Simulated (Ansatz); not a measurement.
# CH6FOPSi: inversion of the pyramid at P5

Wanted: the energy profile along the inversion of the pyramid at P5, from relaxed end points and a band of images. SMILES of the start: CO[SiH](F)P.

Method: RKS PBE0-D4/def2-SVP, in Ansatz 0.2.0.

### 1 The system as given

Bond lengths: C1–O2 1.352 Å, O2–Si3 1.631 Å, Si3–F4 1.611 Å, Si3–P5 2.225 Å, C1–H6 1.122 Å, C1–H7 1.115 Å, C1–H8 1.148 Å, Si3–H9 1.469 Å, P5–H10 1.375 Å, P5–H11 1.442 Å. Angles (14 of 16 angles, heavy atoms first): C1–O2–Si3 117.0°, O2–Si3–F4 112.2°, O2–Si3–P5 108.1°, F4–Si3–P5 108.1°, O2–C1–H6 111.3°, O2–C1–H7 114.1°, O2–C1–H8 113.6°, O2–Si3–H9 112.6°, F4–Si3–H9 105.8°, P5–Si3–H9 110.0°, Si3–P5–H10 97.0°, Si3–P5–H11 95.7°, H6–C1–H7 105.4°, H6–C1–H8 105.1°.

Structure file:

```xyz
11

C    -1.4889    0.8654   -0.4982
O    -0.6378   -0.1770   -0.3732
Si    0.8719    0.1577    0.1449
F     0.8734    1.1141    1.4408
P     1.8524   -1.7600    0.7016
H    -2.4875    0.5315   -0.8853
H    -1.7044    1.3946    0.4590
H    -1.1323    1.6634   -1.2417
H     1.6738    0.8560   -0.8681
H     1.4625   -2.4747   -0.4068
H     0.7823   -2.2280    1.5476
```

### 2 Relaxing end A

input.yaml reads:

```yaml
crystal:
  periodic: [false, false, false]
  atoms:
    - { symbol: C, position_ang: [-1.4889, 0.8654, -0.4982] }
    - { symbol: O, position_ang: [-0.6378, -0.177, -0.3732] }
    - { symbol: Si, position_ang: [0.8719, 0.1577, 0.1449] }
    - { symbol: F, position_ang: [0.8734, 1.1141, 1.4408] }
    - { symbol: P, position_ang: [1.8524, -1.76, 0.7016] }
    - { symbol: H, position_ang: [-2.4875, 0.5315, -0.8853] }
    - { symbol: H, position_ang: [-1.7044, 1.3946, 0.459] }
    - { symbol: H, position_ang: [-1.1323, 1.6634, -1.2417] }
    - { symbol: H, position_ang: [1.6738, 0.856, -0.8681] }
    - { symbol: H, position_ang: [1.4625, -2.4747, -0.4068] }
    - { symbol: H, position_ang: [0.7823, -2.228, 1.5476] }
basis:
  gaussian: { orbitals: def2-SVP }
hamiltonian:
  xc: pbe0
  dispersion: d4
relax:
  f_tol: 0.015
  max_steps: 40
output:
  orbitals: {}
```

Run with:

```bash
$ ansatz run input.yaml --threads 2 --pin off --max-ram 3072MiB --backend cpu --events-out ev --progress --plain --runs-dir out
```

Log, shortened:

```text
Warning: RAYON_NUM_THREADS=2 ignored (pool sized by the plan → 2); use --threads N
[...]
Functional definition: PBE0
[...]
1114 factors; integrals over basis functions are off by at most 3.4e-4 eV
[...]
mean field -23044.42116759 eV, -846.8668578393 hartree, gradient 3.3e-5 eV, S^2 0.000000; 0 other end points of the search recorded, 0 dependent functions left out
[...]
reference -23044.42119388 eV, -846.8668588056 hartree; 29, 29 occupied and 79, 79 virtual orbitals, 1114 factors
relax step   1: F+E_penalty+E_count = -23044.62454142 eV  Δ(F+E_penalty+E_count) = +0.000e0 eV  max|allowed force component| = 2.435e0 eV/Å  Δτ_max = 0.0000 Å  (25 SCF iters, accepted)
[...]
relax step   3: F+E_penalty+E_count = -23044.85572586 eV  Δ(F+E_penalty+E_count) = -5.131e-2 eV  max|allowed force component| = 3.458e-1 eV/Å  Δτ_max = 0.0914 Å  (28 SCF iters, accepted)
[...]
relax step   5: F+E_penalty+E_count = -23044.87441505 eV  Δ(F+E_penalty+E_count) = -6.227e-3 eV  max|allowed force component| = 1.355e-1 eV/Å  Δτ_max = 0.0183 Å  (28 SCF iters, accepted)
[...]
relax step   7: F+E_penalty+E_count = -23044.87725952 eV  Δ(F+E_penalty+E_count) = -5.065e-4 eV  max|allowed force component| = 1.789e-1 eV/Å  Δτ_max = 0.0399 Å  (28 SCF iters, accepted)
[...]
relax step   8: F+E_penalty+E_count = -23044.87894009 eV  Δ(F+E_penalty+E_count) = -1.681e-3 eV  max|allowed force component| = 4.415e-2 eV/Å  Δτ_max = 0.0267 Å  (27 SCF iters, accepted)
[...]
relax step   9: F+E_penalty+E_count = -23044.87959005 eV  Δ(F+E_penalty+E_count) = -6.500e-4 eV  max|allowed force component| = 1.169e-2 eV/Å  Δτ_max = 0.0193 Å  (28 SCF iters, accepted)
1114 factors; integrals over basis functions are off by at most 3.4e-4 eV
mean field -23044.67770261 eV, -846.8762853273 hartree, gradient 7.6e-6 eV, S^2 0.000000; 1 other end points of the search recorded, 0 dependent functions left out
[...]
reference -23044.67772996 eV, -846.8762863323 hartree; 29, 29 occupied and 79, 79 virtual orbitals, 1114 factors
Total energy: -23044.87961740 eV, -846.8837055590 hartree
Atom 0 at    -1.552988     0.907034    -0.531044 Å, force     0.011687    -0.005980    -0.000736 eV/Å
Atom 1 at    -0.655859    -0.094318    -0.119073 Å, force    -0.009114     0.009117     0.001149 eV/Å
Atom 2 at     0.934017     0.137037     0.249043 Å, force    -0.001238     0.009453    -0.001050 eV/Å
Atom 3 at     1.039141     1.088580     1.563815 Å, force    -0.001966    -0.006528    -0.006402 eV/Å
Atom 4 at     1.903308    -1.826965     0.721246 Å, force     0.006853    -0.004453     0.000768 eV/Å
Atom 5 at    -2.478872     0.426778    -0.880024 Å, force    -0.000280    -0.001344    -0.000119 eV/Å
Atom 6 at    -1.806578     1.587148     0.299678 Å, force    -0.001396     0.001515    -0.000252 eV/Å
Atom 7 at    -1.145308     1.511420    -1.362091 Å, force     0.000082    -0.004756     0.005751 eV/Å
Atom 8 at     1.623482     0.866344    -0.853405 Å, force     0.000040    -0.001365     0.002026 eV/Å
Atom 9 at     1.449529    -2.387294    -0.513350 Å, force    -0.001394     0.001792     0.001855 eV/Å
Atom 10 at     0.755527    -2.272764     1.445805 Å, force    -0.003275     0.002548    -0.002990 eV/Å
Dipole moment:    -0.282678     0.033743    -0.327147 e Å
```

Wall time 16 s (2 threads of Intel Xeon 6975P-C (Granite Rapids), shared host); peak memory 0.25 GiB.

Step by step:

| step | energy from step 1 (eV) | largest force component (eV/Å) |
| --- | --- | --- |
| 1 | 0.0000 | 2.4350 |
| 2 | -0.1799 | 1.0975 |
| 3 | -0.2312 | 0.3458 |
| 4 | -0.2436 | 0.3642 |
| 5 | -0.2499 | 0.1355 |
| 6 | -0.2522 | 0.1525 |
| 7 | -0.2527 | 0.1789 |
| 8 | -0.2544 | 0.0442 |
| 9 | -0.2550 | 0.0117 |

Step 1 is the start.

After: Bond lengths: C1–O2 1.406 Å, O2–Si3 1.648 Å, Si3–F4 1.626 Å, Si3–P5 2.240 Å, C1–H6 1.100 Å, C1–H7 1.103 Å, C1–H8 1.105 Å, Si3–H9 1.491 Å, P5–H10 1.430 Å, P5–H11 1.429 Å. Angles (14 of 16 angles, heavy atoms first): C1–O2–Si3 125.5°, O2–Si3–F4 109.0°, O2–Si3–P5 110.0°, F4–Si3–P5 108.3°, O2–C1–H6 108.6°, O2–C1–H7 111.4°, O2–C1–H8 112.0°, O2–Si3–H9 110.5°, F4–Si3–H9 106.4°, P5–Si3–H9 112.6°, Si3–P5–H10 91.4°, Si3–P5–H11 91.9°, H6–C1–H7 108.3°, H6–C1–H8 108.1°.

### 3 Relaxing end B

The second end starts from a geometry with the move made by hand.

input.yaml: that of step 2 with these lines changed.

```diff
@@ -12,4 +12,4 @@
     - { symbol: H, position_ang: [1.6738, 0.856, -0.8681] }
-    - { symbol: H, position_ang: [1.4625, -2.4747, -0.4068] }
-    - { symbol: H, position_ang: [0.7823, -2.228, 1.5476] }
+    - { symbol: H, position_ang: [2.97007, -1.61069, -0.08573] }
+    - { symbol: H, position_ang: [2.46833, -1.26171, 1.90667] }
 basis:
@@ -22,3 +22 @@
   max_steps: 40
-output:
-  orbitals: {}
```

Run with:

```bash
$ ansatz run input.yaml --threads 2 --pin off --max-ram 3072MiB --backend cpu --events-out ev --progress --plain --runs-dir out
```

Log, shortened:

```text
Warning: RAYON_NUM_THREADS=2 ignored (pool sized by the plan → 2); use --threads N
[...]
[... 1 set-up line as earlier in the session ...]
[...]
1116 factors; integrals over basis functions are off by at most 3.7e-4 eV
[...]
mean field -23044.38295649 eV, -846.8654536071 hartree, gradient 6.4e-5 eV, S^2 0.000000; 0 other end points of the search recorded, 0 dependent functions left out
[...]
reference -23044.38298225 eV, -846.8654545540 hartree; 29, 29 occupied and 79, 79 virtual orbitals, 1116 factors
relax step   1: F+E_penalty+E_count = -23044.58492383 eV  Δ(F+E_penalty+E_count) = +0.000e0 eV  max|allowed force component| = 2.440e0 eV/Å  Δτ_max = 0.0000 Å  (24 SCF iters, accepted)
[...]
relax step   7: F+E_penalty+E_count = -23044.85514462 eV  Δ(F+E_penalty+E_count) = -9.657e-4 eV  max|allowed force component| = 1.477e-2 eV/Å  Δτ_max = 0.0215 Å  (28 SCF iters, accepted)
[...]
relax step  13: F+E_penalty+E_count = -23044.85915642 eV  Δ(F+E_penalty+E_count) = +1.984e-4 eV  max|allowed force component| = 3.890e-1 eV/Å  Δτ_max = 0.1096 Å  (28 SCF iters, rejected (line search))
[...]
relax step  19: F+E_penalty+E_count = -23044.88478282 eV  Δ(F+E_penalty+E_count) = -4.841e-3 eV  max|allowed force component| = 8.581e-2 eV/Å  Δτ_max = 0.0827 Å  (27 SCF iters, accepted)
[...]
relax step  24: F+E_penalty+E_count = -23044.89539003 eV  Δ(F+E_penalty+E_count) = +7.081e-4 eV  max|allowed force component| = 2.604e-1 eV/Å  Δτ_max = 0.1388 Å  (26 SCF iters, rejected (line search))
relax step  25: F+E_penalty+E_count = -23044.89702470 eV  Δ(F+E_penalty+E_count) = -9.265e-4 eV  max|allowed force component| = 7.723e-2 eV/Å  Δτ_max = 0.0693 Å  (28 SCF iters, accepted)
[...]
```

### 4 The log goes on: end point B relaxed

The log, continued, shortened:

```text
mean field -23044.69649778 eV, -846.8769760372 hartree, gradient 6.5e-6 eV, S^2 0.000000; 0 other end points of the search recorded, 0 dependent functions left out
[...]
reference -23044.69652445 eV, -846.8769770174 hartree; 29, 29 occupied and 79, 79 virtual orbitals, 1116 factors
relax step  26: F+E_penalty+E_count = -23044.89798120 eV  Δ(F+E_penalty+E_count) = -9.565e-4 eV  max|allowed force component| = 7.582e-2 eV/Å  Δτ_max = 0.0652 Å  (28 SCF iters, accepted)
[...]
relax step  31: F+E_penalty+E_count = -23044.89891281 eV  Δ(F+E_penalty+E_count) = -5.014e-5 eV  max|allowed force component| = 1.629e-2 eV/Å  Δτ_max = 0.0063 Å  (22 SCF iters, accepted)
[...]
relax step  32: F+E_penalty+E_count = -23044.89893035 eV  Δ(F+E_penalty+E_count) = -1.754e-5 eV  max|allowed force component| = 9.916e-3 eV/Å  Δτ_max = 0.0067 Å  (21 SCF iters, accepted)
[...]
Atom 1 at    -0.547599    -0.077445    -0.106922 Å, force     0.001539     0.001681     0.000995 eV/Å
Atom 2 at     1.067956     0.223441    -0.009213 Å, force     0.002616     0.005217    -0.009916 eV/Å
Atom 3 at     1.344947     1.257200     1.217381 Å, force    -0.001486    -0.002656    -0.000896 eV/Å
Atom 4 at     2.038703    -1.767108     0.317713 Å, force    -0.001364     0.000308     0.000924 eV/Å
Atom 5 at    -2.487247     0.337224    -0.593382 Å, force     0.001301     0.001110     0.000770 eV/Å
Atom 6 at    -1.701014     1.563936     0.440077 Å, force    -0.000876    -0.001345    -0.002499 eV/Å
Atom 7 at    -1.295538     1.462576    -1.300655 Å, force    -0.001215    -0.001426     0.001065 eV/Å
Atom 8 at     1.566699     0.914801    -1.232618 Å, force    -0.002554    -0.003088     0.006617 eV/Å
Atom 9 at     3.271422    -1.161254     0.714810 Å, force     0.000527     0.000021     0.001198 eV/Å
Atom 10 at     1.544131    -1.848761     1.655572 Å, force     0.000904    -0.001239     0.000218 eV/Å
Dipole moment:    -0.137356     0.142221    -0.115115 e Å
```

It took 51 s on 2 threads of Intel Xeon 6975P-C (Granite Rapids), shared host; peak memory 0.25 GiB.

The steps of the relaxation, one in 2:

| step | energy from step 1 (eV) | largest force component (eV/Å) |
| --- | --- | --- |
| 1 | 0.0000 | 2.4400 |
| 3 | -0.2479 | 0.3262 |
| 5 | -0.2639 | 0.2797 |
| 7 | -0.2702 | 0.0148 |
| 9 | -0.2712 | 0.0451 |
| 11 | -0.2722 | 0.0537 |
| 13x | -0.2742 | 0.3890 |
| 15 | -0.2837 | 0.0904 |
| 17x | -0.2885 | 0.4367 |
| 19 | -0.2999 | 0.0858 |
| 21x | -0.3015 | 0.4031 |
| 23 | -0.3112 | 0.0386 |
| 25 | -0.3121 | 0.0772 |
| 27 | -0.3132 | 0.0672 |
| 29 | -0.3139 | 0.0339 |
| 31 | -0.3140 | 0.0163 |
| 32 | -0.3140 | 0.0099 |

Step 1 is the start. 5 steps were tried and not accepted (marked x).

After: Bond lengths: C1–O2 1.405 Å, O2–Si3 1.646 Å, Si3–F4 1.628 Å, Si3–P5 2.239 Å, C1–H6 1.100 Å, C1–H7 1.103 Å, C1–H8 1.105 Å, Si3–H9 1.491 Å, P5–H10 1.430 Å, P5–H11 1.429 Å. Angles (14 of 16 angles, heavy atoms first): C1–O2–Si3 125.8°, O2–Si3–F4 109.1°, O2–Si3–P5 105.8°, F4–Si3–P5 112.4°, O2–C1–H6 108.6°, O2–C1–H7 111.4°, O2–C1–H8 111.9°, O2–Si3–H9 111.4°, F4–Si3–H9 105.5°, P5–Si3–H9 112.8°, Si3–P5–H10 92.2°, Si3–P5–H11 92.1°, H6–C1–H7 108.3°, H6–C1–H8 108.1°.

### 5 The band

crystal.atoms is end A as relaxed above, and neb.final_atoms is end B, turned to lie on A. With 9 inner images the band has 11 in all. The start path is listed, through a guess of the saddle.

input.yaml reads:

```yaml
crystal:
  periodic: [false, false, false]
  atoms:
    - { symbol: C, position_ang: [-1.552988, 0.907034, -0.531044] }
    - { symbol: O, position_ang: [-0.655859, -0.094318, -0.119073] }
    - { symbol: Si, position_ang: [0.934017, 0.137037, 0.249043] }
    - { symbol: F, position_ang: [1.039141, 1.08858, 1.563815] }
    - { symbol: P, position_ang: [1.903308, -1.826965, 0.721246] }
    - { symbol: H, position_ang: [-2.478872, 0.426778, -0.880024] }
    - { symbol: H, position_ang: [-1.806578, 1.587148, 0.299678] }
    - { symbol: H, position_ang: [-1.145308, 1.51142, -1.362091] }
    - { symbol: H, position_ang: [1.623482, 0.866344, -0.853405] }
    - { symbol: H, position_ang: [1.449529, -2.387294, -0.51335] }
    - { symbol: H, position_ang: [0.755527, -2.272764, 1.445805] }
basis:
  gaussian: { orbitals: def2-SVP }
hamiltonian:
  xc: pbe0
  dispersion: d4
neb:
  order_check: false
  images: 9
  f_tol: 0.05
  max_iterations: 60
  final_atoms:
    - { symbol: C, position_ang: [-1.64453617, 1.05374985, -0.5047005] }
    - { symbol: O, position_ang: [-0.84267347, -0.07550099, -0.26847866] }
    - { symbol: Si, position_ang: [0.78132266, -0.06412111, 0.00097344] }
    - { symbol: F, position_ang: [1.08759195, 0.74332945, 1.38087823] }
    - { symbol: P, position_ang: [1.39363512, -2.21424245, 0.11745241] }
    - { symbol: H, position_ang: [-2.63451462, 0.71654813, -0.84535957] }
    - { symbol: H, position_ang: [-1.77818284, 1.65212269, 0.41258252] }
    - { symbol: H, position_ang: [-1.2168188, 1.70772232, -1.28642061] }
    - { symbol: H, position_ang: [1.5039094, 0.68469572, -1.0670082] }
    - { symbol: H, position_ang: [2.65792002, -1.87895596, 0.69495383] }
    - { symbol: H, position_ang: [0.75774574, -2.38234765, 1.3857271] }
  initial_path:
    images:
      - { positions_ang: [[-1.552988, 0.907034, -0.531044], [-0.655859, -0.094318, -0.119073], [0.934017, 0.137037, 0.249043], [1.039141, 1.08858, 1.563815], [1.903308, -1.826965, 0.721246], [-2.478872, 0.426778, -0.880024], [-1.806578, 1.587148, 0.299678], [-1.145308, 1.51142, -1.362091], [1.623482, 0.866344, -0.853405], [1.449529, -2.387294, -0.51335], [0.755527, -2.272764, 1.445805]] }
      - { positions_ang: [[-1.55160059, 0.9177179, -0.53008714], [-0.68449946, -0.1078083, -0.18131045], [0.89276626, 0.11153768, 0.22256342], [0.9914344, 1.05380556, 1.54042054], [1.82557364, -1.8637984, 0.69963997], [-2.49628756, 0.48878035, -0.89132441], [-1.7901808, 1.56437256, 0.32920731], [-1.13722627, 1.55853743, -1.33683716], [1.62012636, 0.82592868, -0.85490781], [1.55373069, -2.38565544, -0.53688367], [0.84156233, -2.22041802, 1.5601194]] }
      - { positions_ang: [[-1.55021319, 0.92840181, -0.52913027], [-0.71313992, -0.1212986, -0.2435479], [0.85151551, 0.08603836, 0.19608383], [0.94372781, 1.01903112, 1.51702607], [1.74783928, -1.9006318, 0.67803394], [-2.51370312, 0.5507827, -0.90262482], [-1.77378361, 1.54159711, 0.35873663], [-1.12914453, 1.60565486, -1.31158332], [1.61677071, 0.78551336, -0.85641062], [1.65793239, -2.38401687, -0.56041734], [0.92759766, -2.16807204, 1.67443381]] }
      - { positions_ang: [[-1.54882578, 0.93908571, -0.52817341], [-0.74178038, -0.1347889, -0.30578535], [0.81026477, 0.06053903, 0.16960425], [0.89602121, 0.98425667, 1.49363161], [1.67010492, -1.93746521, 0.6564279], [-2.53111867, 0.61278505, -0.91392522], [-1.75738641, 1.51882167, 0.38826594], [-1.1210628, 1.65277229, -1.28632948], [1.61341507, 0.74509803, -0.85791343], [1.76213408, -2.38237831, -0.58395101], [1.01363298, -2.11572605, 1.78874821]] }
      - { positions_ang: [[-1.54743837, 0.94976962, -0.52721654], [-0.77042083, -0.1482792, -0.3680228], [0.76901402, 0.03503971, 0.14312467], [0.84831462, 0.94948223, 1.47023714], [1.59237055, -1.97429861, 0.63482187], [-2.54853423, 0.6747874, -0.92522563], [-1.74098921, 1.49604623, 0.41779525], [-1.11298106, 1.69988973, -1.26107564], [1.61005943, 0.70468271, -0.85941624], [1.86633577, -2.38073975, -0.60748469], [1.09966831, -2.06338007, 1.90306261]] }
      - { positions_ang: [[-1.54605097, 0.96045352, -0.52625968], [-0.79906129, -0.1617695, -0.43026024], [0.72776328, 0.00954039, 0.11664508], [0.80060802, 0.91470779, 1.44684268], [1.51463619, -2.01113201, 0.61321584], [-2.56594979, 0.73678975, -0.93652604], [-1.72459202, 1.47327079, 0.44732457], [-1.10489933, 1.74700716, -1.23582181], [1.60670379, 0.66426739, -0.86091905], [1.97053747, -2.37910118, -0.63101836], [1.18570364, -2.01103409, 2.01737702]] }
      - { positions_ang: [[-1.56574801, 0.97911279, -0.52194784], [-0.80778373, -0.1445158, -0.39790393], [0.73847516, -0.00519191, 0.09351075], [0.85800481, 0.88043212, 1.43364979], [1.49043598, -2.0517541, 0.51406315], [-2.57966275, 0.73274143, -0.91829275], [-1.73531018, 1.50904117, 0.44037616], [-1.12728322, 1.73915019, -1.24594157], [1.58614491, 0.66835305, -0.90213688], [2.10801398, -2.27907214, -0.36582392], [1.10011206, -2.0852968, 1.89104703]] }
      - { positions_ang: [[-1.58544505, 0.99777205, -0.51763601], [-0.81650617, -0.1272621, -0.36554761], [0.74918703, -0.01992421, 0.07037643], [0.9154016, 0.84615645, 1.4204569], [1.46623577, -2.09237618, 0.41491047], [-2.59337572, 0.72869311, -0.90005945], [-1.74602835, 1.54481155, 0.43342775], [-1.14966711, 1.73129322, -1.25606133], [1.56558603, 0.67243872, -0.94335471], [2.24549049, -2.17904309, -0.10062948], [1.01452048, -2.15955951, 1.76471705]] }
      - { positions_ang: [[-1.60514209, 1.01643132, -0.51332417], [-0.8252286, -0.11000839, -0.33319129], [0.75989891, -0.03465651, 0.0472421], [0.97279838, 0.81188078, 1.40726401], [1.44203555, -2.13299827, 0.31575778], [-2.60708869, 0.72464478, -0.88182616], [-1.75674651, 1.58058193, 0.42647934], [-1.17205101, 1.72343626, -1.26618109], [1.54502715, 0.67652439, -0.98457254], [2.382967, -2.07901405, 0.16456496], [0.9289289, -2.23382223, 1.63838707]] }
      - { positions_ang: [[-1.62483913, 1.03509058, -0.50901234], [-0.83395104, -0.09275469, -0.30083498], [0.77061079, -0.04938881, 0.02410777], [1.03019517, 0.77760512, 1.39407112], [1.41783534, -2.17362036, 0.21660509], [-2.62080165, 0.72059646, -0.86359286], [-1.76746467, 1.61635231, 0.41953093], [-1.1944349, 1.71557929, -1.27630085], [1.52446828, 0.68061006, -1.02579037], [2.52044351, -1.97898501, 0.4297594], [0.84333732, -2.30808494, 1.51205709]] }
      - { positions_ang: [[-1.64453617, 1.05374985, -0.5047005], [-0.84267347, -0.07550099, -0.26847866], [0.78132266, -0.06412111, 0.00097344], [1.08759195, 0.74332945, 1.38087823], [1.39363512, -2.21424245, 0.11745241], [-2.63451462, 0.71654813, -0.84535957], [-1.77818284, 1.65212269, 0.41258252], [-1.2168188, 1.70772232, -1.28642061], [1.5039094, 0.68469572, -1.0670082], [2.65792002, -1.87895596, 0.69495383], [0.75774574, -2.38234765, 1.3857271]] }
```

Run with:

```bash
$ ansatz run input.yaml --threads 2 --pin off --max-ram 3072MiB --backend cpu --events-out ev --progress --plain --runs-dir out
```

Log, shortened:

```text
Warning: RAYON_NUM_THREADS=2 ignored (pool sized by the plan → 2); use --threads N
[...]
[... 1 set-up line as earlier in the session ...]
[...]
1115 factors; integrals over basis functions are off by at most 3.5e-4 eV
[...]
mean field -23044.67770881 eV, -846.8762855553 hartree, gradient 5.5e-5 eV, S^2 0.000000; 0 other end points of the search recorded, 0 dependent functions left out
[...]
reference -23044.67773602 eV, -846.8762865552 hartree; 29, 29 occupied and 79, 79 virtual orbitals, 1115 factors
1115 factors; integrals over basis functions are off by at most 3.5e-4 eV
[...]
mean field -23044.69743418 eV, -846.8770104490 hartree, gradient 2.2e-5 eV, S^2 0.000000; 0 other end points of the search recorded, 0 dependent functions left out
[...]
reference -23044.69746127 eV, -846.8770114445 hartree; 29, 29 occupied and 79, 79 virtual orbitals, 1115 factors
[...]
reference -23043.80768385 eV, -846.8443127275 hartree; 29, 29 occupied and 79, 79 virtual orbitals, 1115 factors
1115 factors; integrals over basis functions are off by at most 3.4e-4 eV
[...]
mean field -23043.10378746 eV, -846.8184450124 hartree, gradient 2.2e-5 eV, S^2 0.000000; 0 other end points of the search recorded, 0 dependent functions left out
[...]
reference -23043.10381425 eV, -846.8184459971 hartree; 29, 29 occupied and 79, 79 virtual orbitals, 1115 factors
1115 factors; integrals over basis functions are off by at most 3.4e-4 eV
mean field -23042.56163732 eV, -846.7985213623 hartree, gradient 2.5e-5 eV, S^2 0.000000; 0 other end points of the search recorded, 0 dependent functions left out
[...]
reference -23042.56166399 eV, -846.7985223424 hartree; 29, 29 occupied and 79, 79 virtual orbitals, 1115 factors
1115 factors; integrals over basis functions are off by at most 3.3e-4 eV
[...]
mean field -23042.29754187 eV, -846.7888160335 hartree, gradient 3.4e-5 eV, S^2 0.000000; 0 other end points of the search recorded, 0 dependent functions left out
[...]
```

[end of part 1 of 2]
